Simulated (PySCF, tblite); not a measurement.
# C₆H₁₀O₂P₂: geometry, infrared bands and NMR shifts

Wanted: the infrared bands and NMR shifts of C₆H₁₀O₂P₂ (`COC1=CC=C(C)[P@@]1(=O)P`), by calculation.

The runs use tblite 0.8.0 and PySCF 2.14.0, with density-fitted response routines of our own; the level of theory stands in each step. All values are computed, except where a source is named. Atoms are numbered from 0 throughout.

## 1. The molecule as given

20 atoms, charge 0, multiplicity 1; geometry from: force field or distance geometry start.

Bonds of the start (Å): C0–O1 1.43, O1–C2 1.40, C2–C3 1.30, C3–C4 1.42, C4–C5 1.32, C5–C6 1.47, C5–P7 1.80, P7–O8 1.50, P7–P9 2.13, P7–C2 1.79, C0–H10 1.10, C0–H11 1.12, C0–H12 1.09, C3–H13 1.12, C4–H14 1.10, C6–H15 1.13, C6–H16 1.11, C6–H17 1.11, P9–H18 1.43, P9–H19 1.44.

## 2. Relaxing the molecule with GFN2-xTB

The job: settings as JSON, then the geometry in Å.

```
{"job": {"kind": "relax", "xc": "GFN2-xTB", "basis": "xTB"}, "charge": 0, "multiplicity": 1}
C      3.253700     0.803200    -0.759600
O      2.166800     1.232100     0.061300
C      1.048400     0.421700     0.297300
C      0.836100    -0.337500     1.330500
C     -0.373900    -1.076600     1.380800
C     -1.196400    -0.922700     0.356700
C     -2.502200    -1.571000     0.169300
P     -0.391500     0.242500    -0.750800
O     -0.075700    -0.368600    -2.081800
P     -1.646600     1.956800    -0.828200
H      4.001900     1.608900    -0.770400
H      2.891500     0.657500    -1.813900
H      3.722500    -0.115700    -0.402600
H      1.607800    -0.398600     2.141400
H     -0.650700    -1.748500     2.211400
H     -2.823100    -2.156200     1.083500
H     -2.412500    -2.229700    -0.720100
H     -3.230400    -0.784500    -0.106400
H     -1.179800     3.107200    -0.113500
H     -3.051100     1.690500    -0.687800
```

Started as:

```console
OMP_NUM_THREADS=1 python probes_run.py task.json out
```

One launch serves the whole session: the jobs run in the order shown.

**Question.** This job is followed by: GFN2-xTB harmonic vibrations, gas phase; GIAO PBE0/pcSseg-1 NMR shielding, non-relativistic, gas phase. Predict these results of the whole session: strongest single infrared mode (GFN2-xTB); zero-point energy (GFN2-xTB); ¹³C shifts against TMS (PBE0/pcSseg-1); ¹H shifts against TMS (PBE0/pcSseg-1, means over atoms taken as alike); ¹⁷O shifts against H2O (PBE0/pcSseg-1); ³¹P shifts against H3PO4 (PBE0/pcSseg-1).

The runs gave:

| quantity | value |
| --- | --- |
| strongest single infrared mode (GFN2-xTB) | 1260 cm⁻¹, 273 km/mol |
| zero-point energy (GFN2-xTB) | 90.9 kcal/mol |
| ¹³C shifts against TMS (PBE0/pcSseg-1) | 171.0, 137.7, 137.6, 112.5, 60.9, 13.3 ppm |
| ¹H shifts against TMS (PBE0/pcSseg-1, means over atoms taken as alike) | 6.28, 5.67, 4.48, 2.60, 2.05 ppm |
| ¹⁷O shifts against H2O (PBE0/pcSseg-1) | 117.9, 94.1 ppm |
| ³¹P shifts against H3PO4 (PBE0/pcSseg-1) | 13.5, -214.5 ppm |

**Reading.** The optimisation took 153 steps and gained 1.971 eV; among the close pairs (by a distance rule), P7–P9 changed most, from 2.126 to 2.188 Å. All 54 modes are real, so the xTB geometry is a minimum. The strongest single mode, at 1260 cm⁻¹, is spread over several atoms, O8, P7, C2, O1 among them. Unscaled tight-binding wavenumbers are off by several per cent, some by more. Its intensities can rank the bands wrongly. H14 (hydrogen on an alkene CH) lies farthest downfield among hydrogen, at 6.28 ppm; olefinic region. At PBE0/pcSseg-1: Shielding is most anisotropic at O8 (span 294 ppm, paramagnetic term -152 ppm).
